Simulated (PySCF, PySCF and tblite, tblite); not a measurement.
# C5H12OSi: conformers and averaged spectra, part 2 of 2

PySCF and tblite. Atoms count from 0.

## Step 5: Averages: properties at PBE0/pcSseg-1

The job: settings as JSON, then the geometry in Å.

```
{"job": {"study": "conf", "smiles": "CC(=O)C[C@H](C)[SiH3]", "search": {"seed": 2716, "n_embed": 90, "ff_keep": 18, "window": 2.0, "nmax": 10, "temps": [200, 220, 298.15, 320, 350], "t_ref": 298.15, "order": 0.002, "w0": 100.0}, "level": {"nmr": {"xc": "PBE0", "basis": "pcSseg-1"}}, "kind": "conf"}, "charge": 0, "multiplicity": 1}
C      2.317118     1.263908    -0.309389
C      0.850231     0.955904    -0.187138
O      0.048120     1.276820    -1.031742
C      0.422534     0.228585     1.055698
C     -0.800600    -0.641891     0.778238
C     -0.381553    -1.901732     0.029042
Si    -2.153696     0.317183    -0.189171
H      2.690520     1.694376     0.616918
H      2.854798     0.333552    -0.487938
H      2.498957     1.943523    -1.137960
H      1.253449    -0.350856     1.467517
H      0.161094     1.001429     1.786031
H     -1.211112    -0.948263     1.744922
H      0.051497    -1.644844    -0.936203
H      0.356798    -2.473497     0.594287
H     -1.243395    -2.541151    -0.146744
H     -2.201516     1.713093     0.237413
H     -3.410141    -0.301225     0.287161
H     -2.112905     0.084335    -1.625243
```

Standard output:

```text
conformer  sym    E(xTB)   E(DFT)   G(298.15 K)  weight  dipole/D
    1     C1      0.000    0.000    0.000   0.5346    3.767
    2     C1      0.497    0.209    0.082   0.4654    3.765

mean shielding (ppm) by class
class atoms           200 K      220 K   298.15 K      320 K      350 K
  0 C  0            153.619    153.639    153.691    153.701    153.714
  1 C  1            -32.214    -32.197    -32.153    -32.144    -32.133
  2 O  2           -301.629   -301.731   -302.008   -302.063   -302.128
  3 C  3             135.39    135.365    135.296    135.282    135.265
  4 C  4            170.797    170.815    170.864    170.874    170.886
  5 C  5            166.375    166.353    166.294    166.282    166.268
  6 Si 6            413.844    413.797     413.67    413.644    413.614
  7 H  7,8,9         29.506     29.506     29.506     29.506     29.506
  8 H  10            29.388     29.394     29.409     29.412     29.416
  9 H  11            29.073     29.069     29.059     29.057     29.054
 10 H  12            30.716     30.718     30.725     30.727     30.728
 11 H  13,14,15      30.674     30.672     30.667     30.666     30.665
 12 H  16,17,18      27.701     27.702     27.704     27.705     27.705
```

It took 1.8 min on 1 thread of Arm Neoverse N1, shared host. This counts the runs that the step sums up.

The search (ETKDG and KDG, MMFF94s, GFN2-xTB) embedded 90 structures, kept 6 distinct ones after the force field and 5 after xTB; 2 were carried on (window 2.0 kcal/mol at the search's own energies). Energies: PBE0/pcSseg-1 with D3(BJ).

The conformers at 298 K:

```
no.  group  mirror pair  ΔE xTB  ΔE DFT    ΔG  weight (%)  μ (D)  O2–C1–C3–C4 (°)  C1–C3–C4–Si6 (°)     A, B, C (GHz)
  1     C1           no    0.00    0.00  0.00        53.5   3.77               30               -47  3.20, 1.58, 1.27
  2     C1           no    0.50    0.21  0.08        46.5   3.77              -26                47  3.29, 1.52, 1.10
```

Energies in kcal/mol. ΔG holds xTB vibrations and rotation, symmetry numbers and mirror pairs.

Weights (%) by temperature:

| no. | 200 K | 220 K | 298 K | 320 K | 350 K |
| --- | --- | --- | --- | --- | --- |
| 1 | 57.6 | 56.5 | 53.5 | 52.9 | 52.2 |
| 2 | 42.4 | 43.5 | 46.5 | 47.1 | 47.8 |

How the weights hang on the way they are made:

```csv
scheme,1,2,mean μ (D)
DFT free energy,53,47,3.77
"DFT energy, symmetry counted",59,41,3.77
DFT energy alone,59,41,3.77
"xTB energy, symmetry counted",70,30,3.77
xTB free energy,65,35,3.77
lowest conformer only,100,0,3.77
equal weights,50,50,3.77
```

Shifts against references run at the same level (¹H TMS 31.72, ¹³C TMS 186.9, ²⁹Si TMS 349.2, ¹⁷O H2O 336.1 ppm of shielding), by class of atoms, at 298 K:

```csv
atoms,environment,no. 1,no. 2,average
C1,ketone carbonyl carbon,219.8,218.3,219.1
C3,sp3 CH2 α to a carbonyl,50.6,52.9,51.6
C0,methyl carbon α to a carbonyl,34.0,32.3,33.2
C5,methyl carbon,19.7,21.7,20.6
C4,sp3 CH bonded to Si,16.8,15.2,16.1
"H16, H17, H18",hydrogen on a silicon bonded to C,4.05,3.97,4.01
H11,hydrogen on an sp3 CH2 α to a carbonyl,2.50,2.84,2.66
H10,hydrogen on an sp3 CH2 α to a carbonyl,2.55,2.03,2.31
"H7, H8, H9",hydrogen on a methyl carbon α to a carbonyl,2.21,2.21,2.21
"H13, H14, H15",hydrogen on a methyl carbon,0.97,1.14,1.05
H12,hydrogen on an sp3 CH bonded to Si,1.10,0.87,0.99
O2,ketone oxygen,633.8,643.0,638.1
Si6,"silicon bonded to C, 3 H",-66.5,-62.2,-64.5
```

Effective distances for nuclear Overhauser effects, ⟨r⁻⁶⟩^(−1/6) over all pairs of two classes (Å): H10···H11 1.77; H11···H12 2.41; H12···H13 2.59; H10···H12 2.71; H10···H13 2.81; H7···H10 2.93; H7···H11 2.98; H12···H16 3.08.

## Step 6: Shieldings, conformer 1: wB97X-D/def2-SVP

The job: settings as JSON, then the geometry in Å.

```
{"job": {"xc": "wB97X-D", "basis": "def2-SVP", "kind": "nmr", "pop": false}, "charge": 0, "multiplicity": 1}
C      2.238122     1.464454    -0.355498
C      0.846411     0.992750    -0.084855
O     -0.092159     1.356487    -0.779160
C      0.573884     0.064073     1.055008
C     -0.776830    -0.639977     0.800050
C     -0.521627    -2.042796     0.206353
Si    -1.959212     0.409007    -0.365096
H      2.716925     1.782910     0.568715
H      2.808585     0.628489    -0.761032
H      2.228228     2.277115    -1.078726
H      1.411790    -0.620685     1.215898
H      0.502582     0.700570     1.943883
H     -1.240624    -0.806960     1.784677
H      0.019144    -1.976815    -0.739757
H      0.062375    -2.658652     0.894635
H     -1.471998    -2.547250     0.020632
H     -2.282335     1.744911     0.087517
H     -3.218025    -0.317312    -0.073948
H     -1.855039     0.198931    -1.793601
```

Standard output:

```text
coarse grid: 15584 points
cycle   1  E = -561.8574991865  dE =  8.955e-01  |g| = 7.574e-01  |ddm| = 4.180e+00
cycle   2  E = -561.7328338259  dE =  1.247e-01  |g| = 1.166e+00  |ddm| = 1.864e+00
cycle   3  E = -561.9827277522  dE = -2.499e-01  |g| = 6.190e-02  |ddm| = 1.192e+00
cycle   4  E = -561.9836263961  dE = -8.986e-04  |g| = 3.371e-02  |ddm| = 9.291e-02
cycle   5  E = -561.9839120246  dE = -2.856e-04  |g| = 6.138e-03  |ddm| = 4.922e-02
cycle   6  E = -561.9839244746  dE = -1.245e-05  |g| = 2.338e-03  |ddm| = 1.458e-02
cycle   7  E = -561.9839261878  dE = -1.713e-06  |g| = 7.457e-04  |ddm| = 5.469e-03
final grid: 143640 points
cycle   8  E = -562.0712127965  dE = -1.068e-04  |g| = 4.562e-03  |ddm| = 3.684e-02
cycle   9  E = -562.0712149411  dE = -2.145e-06  |g| = 4.231e-03  |ddm| = 1.110e-02
cycle  10  E = -562.0712181940  dE = -3.253e-06  |g| = 1.107e-03  |ddm| = 3.789e-03
cycle  11  E = -562.0712184117  dE = -2.177e-07  |g| = 3.946e-04  |ddm| = 1.759e-03
cycle  12  E = -562.0712184537  dE = -4.196e-08  |g| = 4.918e-05  |ddm| = 5.852e-04
cycle  13  E = -562.0712184547  dE = -9.891e-10  |g| = 1.684e-05  |ddm| = 1.449e-04
converged SCF energy = -562.0712184547

GIAO shielding tensors (ppm)
atom      isotropic    diamagn.    paramagn.     s11        s22        s33       span
  0 C      168.127     249.865     -81.739    149.229    155.405    199.747     50.518
  1 C      -19.987     259.058    -279.045   -103.268    -76.205    119.511    222.779
  2 O     -224.061     402.481    -626.542   -639.641   -344.260    311.720    951.361
  3 C      150.003     256.445    -106.442    132.675    137.268    180.066     47.391
  4 C      177.872     248.005     -70.134    164.855    176.659    192.102     27.247
  5 C      175.133     244.960     -69.827    158.249    173.652    193.497     35.248
  6 Si     506.371     877.944    -371.573    442.564    503.262    573.286    130.722
  7 H       29.699      29.009       0.689     26.310     29.318     33.468      7.158
  8 H       29.872      30.400      -0.528     26.933     28.941     33.741      6.808
  9 H       29.725      28.526       1.198     25.743     28.295     35.135      9.392
 10 H       29.625      34.958      -5.333     26.086     29.602     33.187      7.102
 11 H       29.586      32.239      -2.653     25.398     28.391     34.968      9.570
 12 H       30.563      31.343      -0.780     26.335     28.532     36.821     10.485
 13 H       31.294      32.773      -1.479     27.698     29.981     36.204      8.507
 14 H       30.877      30.368       0.509     26.476     28.602     37.553     11.077
 15 H       30.542      29.395       1.147     25.752     28.455     37.419     11.668
 16 H       27.660      30.439      -2.778     24.212     26.200     32.569      8.358
 17 H       28.106      30.126      -2.020     24.002     26.452     33.863      9.862
 18 H       27.750      30.984      -3.234     24.452     26.766     32.031      7.579
```

Run time: 42 s. Hardware: 1 thread of Arm Neoverse N1, shared host; peak memory 0.85 GiB.

This run: HOMO -8.86 eV, LUMO 0.74 eV; dipole 5.17 D.

## Step 7: Single-point energy, conformer 1: OPBE/cc-pVDZ

The job, as its differences from that of step 6:

```diff
@@ -1,2 +1,2 @@
-{"job": {"xc": "wB97X-D", "basis": "def2-SVP", "kind": "nmr", "pop": false}, "charge": 0, "multiplicity": 1}
+{"job": {"xc": "OPBE", "basis": "cc-pVDZ", "kind": "sp"}, "charge": 0, "multiplicity": 1}
 C      2.238122     1.464454    -0.355498
```

Standard output:

```text
coarse grid: 15584 points
cycle   1  E = -562.1533516268  dE =  5.478e-01  |g| = 7.990e-01  |ddm| = 7.957e+00
cycle   2  E = -561.5038145365  dE =  6.495e-01  |g| = 1.893e+00  |ddm| = 3.821e+00
cycle   3  E = -562.2717387914  dE = -7.679e-01  |g| = 3.647e-01  |ddm| = 2.677e+00
cycle   4  E = -562.3029161520  dE = -3.118e-02  |g| = 7.614e-02  |ddm| = 6.233e-01
cycle   5  E = -562.3041028096  dE = -1.187e-03  |g| = 3.462e-02  |ddm| = 1.651e-01
cycle   6  E = -562.3044088738  dE = -3.061e-04  |g| = 9.245e-03  |ddm| = 6.496e-02
cycle   7  E = -562.3044302670  dE = -2.139e-05  |g| = 1.967e-03  |ddm| = 1.742e-02
cycle   8  E = -562.3044312552  dE = -9.882e-07  |g| = 5.743e-04  |ddm| = 3.758e-03
final grid: 143640 points
cycle   9  E = -562.3089498140  dE =  1.987e-05  |g| = 2.865e-02  |ddm| = 1.321e-01
cycle  10  E = -562.3078769823  dE =  1.073e-03  |g| = 7.733e-02  |ddm| = 1.245e-01
cycle  11  E = -562.3091120726  dE = -1.235e-03  |g| = 7.142e-03  |ddm| = 9.243e-02
cycle  12  E = -562.3091247204  dE = -1.265e-05  |g| = 8.093e-04  |ddm| = 1.187e-02
cycle  13  E = -562.3091248942  dE = -1.738e-07  |g| = 2.730e-04  |ddm| = 1.724e-03
cycle  14  E = -562.3091249126  dE = -1.836e-08  |g| = 6.697e-05  |ddm| = 5.153e-04
cycle  15  E = -562.3091249137  dE = -1.173e-09  |g| = 1.810e-05  |ddm| = 1.352e-04
cycle  16  E = -562.3091249138  dE = -8.367e-11  |g| = 4.448e-06  |ddm| = 3.731e-05
converged SCF energy = -562.3091249138
```

It took 42 s on 1 thread of Arm Neoverse N1, shared host; peak memory 0.49 GiB.

In short: HOMO -5.57 eV, LUMO -2.10 eV; dipole 4.93 D.

## Step 8: Shieldings, conformer 2: wB97X-D/def2-SVP

The job: settings as JSON, then the geometry in Å.

```
{"job": {"xc": "wB97X-D", "basis": "def2-SVP", "kind": "nmr", "pop": false}, "charge": 0, "multiplicity": 1}
C      2.705100     0.395530    -0.864543
C      1.327346     0.443059    -0.287678
O      0.967695     1.382419     0.407331
C      0.363637    -0.666873    -0.556107
C     -0.807763    -0.567136     0.446258
C     -2.104971    -1.072856    -0.217276
Si    -0.961225     1.207156     1.280191
H      3.312579    -0.239758    -0.218584
H      2.696978    -0.039431    -1.861662
H      3.139705     1.392809    -0.882896
H      0.007638    -0.509376    -1.581435
H      0.876803    -1.632795    -0.545058
H     -0.581479    -1.290359     1.249789
H     -2.921067    -1.074207     0.506602
H     -2.392874    -0.433726    -1.054268
H     -1.978696    -2.092122    -0.589777
H     -1.213471     2.331786     0.404136
H     -0.152586     1.457834     2.454971
H     -2.293151     1.017296     1.902543
```

Standard output:

```text
coarse grid: 15584 points
cycle   1  E = -561.8589784226  dE =  8.922e-01  |g| = 7.571e-01  |ddm| = 4.174e+00
cycle   2  E = -561.7354505838  dE =  1.235e-01  |g| = 1.163e+00  |ddm| = 1.883e+00
cycle   3  E = -561.9842447779  dE = -2.488e-01  |g| = 6.248e-02  |ddm| = 1.205e+00
cycle   4  E = -561.9851538221  dE = -9.090e-04  |g| = 3.421e-02  |ddm| = 9.204e-02
cycle   5  E = -561.9854469280  dE = -2.931e-04  |g| = 6.211e-03  |ddm| = 4.951e-02
cycle   6  E = -561.9854596220  dE = -1.269e-05  |g| = 2.351e-03  |ddm| = 1.414e-02
cycle   7  E = -561.9854613575  dE = -1.735e-06  |g| = 7.475e-04  |ddm| = 5.515e-03
final grid: 143640 points
cycle   8  E = -562.0707273864  dE = -1.275e-04  |g| = 4.781e-03  |ddm| = 3.994e-02
cycle   9  E = -562.0707300882  dE = -2.702e-06  |g| = 4.265e-03  |ddm| = 1.151e-02
cycle  10  E = -562.0707332395  dE = -3.151e-06  |g| = 1.220e-03  |ddm| = 4.027e-03
cycle  11  E = -562.0707335061  dE = -2.666e-07  |g| = 4.033e-04  |ddm| = 1.799e-03
cycle  12  E = -562.0707335498  dE = -4.376e-08  |g| = 4.704e-05  |ddm| = 5.811e-04
cycle  13  E = -562.0707335509  dE = -1.064e-09  |g| = 1.511e-05  |ddm| = 1.393e-04
cycle  14  E = -562.0707335511  dE = -1.583e-10  |g| = 5.867e-06  |ddm| = 5.442e-05
converged SCF energy = -562.0707335511

GIAO shielding tensors (ppm)
atom      isotropic    diamagn.    paramagn.     s11        s22        s33       span
  0 C      169.036     249.552     -80.517    151.949    155.794    199.364     47.416
  1 C      -18.861     259.161    -278.022   -103.056    -75.173    121.645    224.701
  2 O     -227.534     402.680    -630.214   -648.171   -347.982    313.549    961.719
  3 C      149.241     255.847    -106.606    121.969    141.130    184.623     62.654
  4 C      179.465     247.760     -68.295    165.925    178.908    193.562     27.638
  5 C      175.694     243.445     -67.751    160.077    174.176    192.830     32.753
  6 Si     503.383     878.249    -374.867    448.960    484.408    576.780    127.820
  7 H       29.937      28.854       1.084     27.228     28.212     34.372      7.145
  8 H       29.729      29.886      -0.157     26.185     29.889     33.112      6.926
  9 H       29.749      28.024       1.726     25.768     28.331     35.149      9.381
 10 H       30.114      34.472      -4.358     25.941     30.552     33.847      7.906
 11 H       29.090      34.242      -5.152     25.011     28.642     33.617      8.606
 12 H       30.660      32.538      -1.878     26.998     28.692     36.290      9.292
 13 H       30.480      29.118       1.362     25.903     28.305     37.231     11.328
 14 H       31.050      30.915       0.135     27.348     29.149     36.652      9.305
 15 H       30.609      29.793       0.815     25.879     28.760     37.188     11.309
 16 H       27.719      30.856      -3.138     24.464     26.671     32.022      7.558
 17 H       27.523      30.604      -3.081     23.610     26.535     32.425      8.815
 18 H       28.225      30.505      -2.280     24.034     27.243     33.399      9.365
```

Run time: 43 s. Hardware: 1 thread of Arm Neoverse N1, shared host; peak memory 0.85 GiB.

This run: HOMO -8.86 eV, LUMO 0.73 eV; dipole 5.27 D.

## Step 9: Single-point energy, conformer 2: OPBE/cc-pVDZ

The job, as its differences from that of step 8:

```diff
@@ -1,2 +1,2 @@
-{"job": {"xc": "wB97X-D", "basis": "def2-SVP", "kind": "nmr", "pop": false}, "charge": 0, "multiplicity": 1}
+{"job": {"xc": "OPBE", "basis": "cc-pVDZ", "kind": "sp"}, "charge": 0, "multiplicity": 1}
 C      2.705100     0.395530    -0.864543
```

Standard output:

```text
coarse grid: 15584 points
cycle   1  E = -562.1523186663  dE =  5.476e-01  |g| = 7.997e-01  |ddm| = 7.957e+00
cycle   2  E = -561.5053411271  dE =  6.470e-01  |g| = 1.892e+00  |ddm| = 3.828e+00
cycle   3  E = -562.2709944771  dE = -7.657e-01  |g| = 3.652e-01  |ddm| = 2.675e+00
cycle   4  E = -562.3022920653  dE = -3.130e-02  |g| = 7.502e-02  |ddm| = 6.235e-01
cycle   5  E = -562.3034322746  dE = -1.140e-03  |g| = 3.473e-02  |ddm| = 1.661e-01
cycle   6  E = -562.3037438178  dE = -3.115e-04  |g| = 9.003e-03  |ddm| = 6.629e-02
cycle   7  E = -562.3037643083  dE = -2.049e-05  |g| = 1.846e-03  |ddm| = 1.700e-02
cycle   8  E = -562.3037651968  dE = -8.884e-07  |g| = 5.470e-04  |ddm| = 3.807e-03
final grid: 143640 points
cycle   9  E = -562.3084464790  dE =  1.028e-05  |g| = 2.804e-02  |ddm| = 1.356e-01
cycle  10  E = -562.3074195812  dE =  1.027e-03  |g| = 7.567e-02  |ddm| = 1.222e-01
cycle  11  E = -562.3086020982  dE = -1.183e-03  |g| = 6.901e-03  |ddm| = 9.077e-02
cycle  12  E = -562.3086139648  dE = -1.187e-05  |g| = 7.916e-04  |ddm| = 1.170e-02
cycle  13  E = -562.3086141344  dE = -1.696e-07  |g| = 2.802e-04  |ddm| = 1.773e-03
cycle  14  E = -562.3086141541  dE = -1.969e-08  |g| = 6.102e-05  |ddm| = 5.148e-04
cycle  15  E = -562.3086141551  dE = -1.028e-09  |g| = 1.409e-05  |ddm| = 1.328e-04
cycle  16  E = -562.3086141551  dE = -5.298e-11  |g| = 3.643e-06  |ddm| = 3.315e-05
converged SCF energy = -562.3086141551
```

Run time: 42 s. Hardware: 1 thread of Arm Neoverse N1, shared host; peak memory 0.5 GiB.

This run: HOMO -5.57 eV, LUMO -2.12 eV; dipole 5.01 D.

## Step 10: The ensemble: properties at wB97X-D/def2-SVP

The job: settings as JSON, then the geometry in Å.

```
{"job": {"study": "conf", "smiles": "CC(=O)C[C@H](C)[SiH3]", "search": {"seed": 2716, "n_embed": 90, "ff_keep": 18, "window": 2.0, "nmax": 10, "temps": [200, 220, 298.15, 320, 350], "t_ref": 298.15, "order": 0.002, "w0": 100.0}, "level": {"nmr": {"xc": "wB97X-D", "basis": "def2-SVP"}, "sp": {"xc": "OPBE", "basis": "cc-pVDZ"}, "alter": {"geometry": "GFN1-xTB"}, "change": "wB97X-D/def2-SVP; energies OPBE/cc-pVDZ; GFN1-xTB geometries", "top": 4}, "kind": "conf"}, "charge": 0, "multiplicity": 1}
C      2.238122     1.464454    -0.355498
C      0.846411     0.992750    -0.084855
O     -0.092159     1.356487    -0.779160
C      0.573884     0.064073     1.055008
C     -0.776830    -0.639977     0.800050
C     -0.521627    -2.042796     0.206353
Si    -1.959212     0.409007    -0.365096
H      2.716925     1.782910     0.568715
H      2.808585     0.628489    -0.761032
H      2.228228     2.277115    -1.078726
H      1.411790    -0.620685     1.215898
H      0.502582     0.700570     1.943883
H     -1.240624    -0.806960     1.784677
H      0.019144    -1.976815    -0.739757
H      0.062375    -2.658652     0.894635
H     -1.471998    -2.547250     0.020632
H     -2.282335     1.744911     0.087517
H     -3.218025    -0.317312    -0.073948
H     -1.855039     0.198931    -1.793601
```

Standard output:

```text
conformer  sym    E(xTB)   E(DFT)   G(298.15 K)  weight  dipole/D
    1     C1      0.000    0.000    0.000   0.7797    4.930
    2     C1      0.497    0.875    0.749   0.2203    5.015

mean shielding (ppm) by class
class atoms           200 K      220 K   298.15 K      320 K      350 K
  0 C  0            168.237    168.258    168.327    168.343    168.363
  1 C  1            -19.851    -19.825    -19.739    -19.719    -19.694
  2 O  2           -224.481    -224.56   -224.826   -224.888   -224.964
  3 C  3            149.911    149.893    149.835    149.821    149.805
  4 C  4            178.065    178.101    178.223    178.251    178.286
  5 C  5            175.201    175.214    175.257    175.267    175.279
  6 Si 6            506.009    505.942    505.713     505.66    505.594
  7 H  7,8,9          29.77     29.771     29.774     29.775     29.775
  8 H  10            29.684     29.695     29.733     29.741     29.752
  9 H  11            29.526     29.514     29.476     29.468     29.457
 10 H  12            30.575     30.577     30.584     30.586     30.588
 11 H  13,14,15      30.881     30.877     30.862     30.859     30.855
 12 H  16,17,18      27.837     27.836     27.835     27.835     27.834
```

Wall time 2.8 min (1 thread of Arm Neoverse N1, shared host). This counts the runs that the step sums up.

Against the first level, at 298 K (shieldings, ppm; largest changes first):

| atoms | PBE0/pcSseg-1 | wB97X-D/def2-SVP | change |
| --- | --- | --- | --- |
| Si6 | 413.7 | 505.7 | +92.0 |
| O2 | -302.0 | -224.8 | +77.2 |
| C0 | 153.7 | 168.3 | +14.6 |
| C3 | 135.3 | 149.8 | +14.5 |
| C1 | -32.2 | -19.7 | +12.4 |
| C5 | 166.3 | 175.3 | +9.0 |
| C4 | 170.9 | 178.2 | +7.4 |
| H11 | 29.06 | 29.48 | +0.42 |
| H10 | 29.41 | 29.73 | +0.32 |
| H7, H8, H9 | 29.51 | 29.77 | +0.27 |

Weights: from PBE0/pcSseg-1 energies 1: 53 %, 2: 47 %; from OPBE/cc-pVDZ energies 1: 78 %, 2: 22 % (with a dispersion term where the level has one and the same thermal terms, so they don't follow from the SCF energies alone). Times: 1.8 min and 2.8 min.

## Step 11: What came out

The summary covers parts 1 to 2.

| quantity | value |
| --- | --- |
| conformers | 2; the first in weight is no. 1 (C1), 53 % at 298 K |
| root-mean-square dipole | 3.77 D |
| averaged ¹³C shifts (PBE0/pcSseg-1) | 219.1, 51.6, 33.2, 20.6, 16.1 ppm |
| averaged ¹H shifts (PBE0/pcSseg-1) | 4.01, 2.66, 2.31, 2.21, 1.05, 0.99 ppm |
| averaged ²⁹Si shifts (PBE0/pcSseg-1) | -64.5 ppm |

What this shows: At 298 K conformer 1 holds 53 % of the ensemble (58 % at 200 K, 52 % at 350 K). Among conformers over 5 %, H10 differs by 0.52 ppm, while the average moves by 0.03 ppm from 200 to 350 K. Going from PBE0/pcSseg-1 to wB97X-D/def2-SVP moves Si6 most, by 92.0 ppm of raw shielding (the geometries differ too); the energies behind both averages, dispersion terms included where typed, rank the same conformer first.
